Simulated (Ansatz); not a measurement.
Working through an atomisation energy of CH₇Si₂, SMILES C[SiH][SiH3]

Computed with the Ansatz DFT code, driven from Python.

Interactive session:
```pycon
>>> from collections import Counter
>>> import ansatz as az
>>> def total_energy(molecule, charge=0, unpaired=0):
...     calc = molecule.calculation().basis(gaussian='def2-TZVPP').correlation('MP2')
...     if charge:
...         calc = calc.charge(charge)
...     if unpaired:
...         calc = calc.spin('collinear', total=unpaired)
...     report = calc.run(threads=1).report
...     if report['published_state_doubts']:
...         print('  doubts:', report['published_state_doubts'])
...     return report['free_energy_ev']
...
>>> GEOMETRY = '''
... C    -1.32550    0.54290   -0.79040
... Si    0.34020   -0.06300   -0.97430
... Si    1.07990   -0.80960    1.04430
... H    -1.34070    1.45080   -0.12000
... H    -2.05490   -0.18580   -0.44000
... H    -1.76330    0.94050   -1.76950
... H     1.26550    0.99060   -1.53150
... H     0.25180   -1.86270    1.56070
... H     1.14670    0.31710    2.08710
... H     2.48340   -1.37190    0.93640
... '''
>>> mol = az.Crystal.molecule()
>>> for line in GEOMETRY.strip().splitlines():
...     symbol, *xyz = line.split()
...     mol = mol.atom(symbol, [float(v) for v in xyz])
...
>>> # unpaired electrons of the ground-state atoms
>>> unpaired = {'C': 2, 'Si': 2, 'H': 1}
>>> counts = Counter(site.symbol for site in mol.cartesian_sites)
>>> atom_energy = {s: total_energy(az.Crystal.molecule().atom(s, (0, 0, 0)), 0, unpaired[s]) for s in counts}

>>> whole = total_energy(mol, 0, 1)
>>> for s, e in atom_energy.items():
...     print(f'{s:2s} x{counts[s]}  {e:14.5f} eV')
...
C  x1     -1027.46354 eV
Si x2     -7861.55665 eV
H  x7       -13.60052 eV
>>> print(f'CH7Si2: {whole:.5f} eV')
CH7Si2: -16876.84435 eV
>>> split = sum(counts[s] * e for s, e in atom_energy.items()) - whole
>>> print(f'atomisation energy (no zero-point term): {96.485332 * split:.1f} kJ/mol, {split / sum(counts.values()):.3f} eV an atom')
atomisation energy (no zero-point term): 2997.2 kJ/mol, 3.106 eV an atom
```

2997.2 kJ/mol from the electronic energies, without the zero-point term.

Caveats:
- Total energies depend on the basis set; only differences at equal settings carry meaning.
- The geometry is a force-field or estimated start, not a minimum of this method, and the basis set is short of its limit. All parts are taken at fixed geometry, without zero-point energy.
- The species is open-shell (spin multiplicity 2).
- Finished in 8.5 s on 1 thread of Arm Neoverse V1 (shared host), peak memory 0.51 GiB.

(Lines on the test bed's own set-up are left out of the output.)
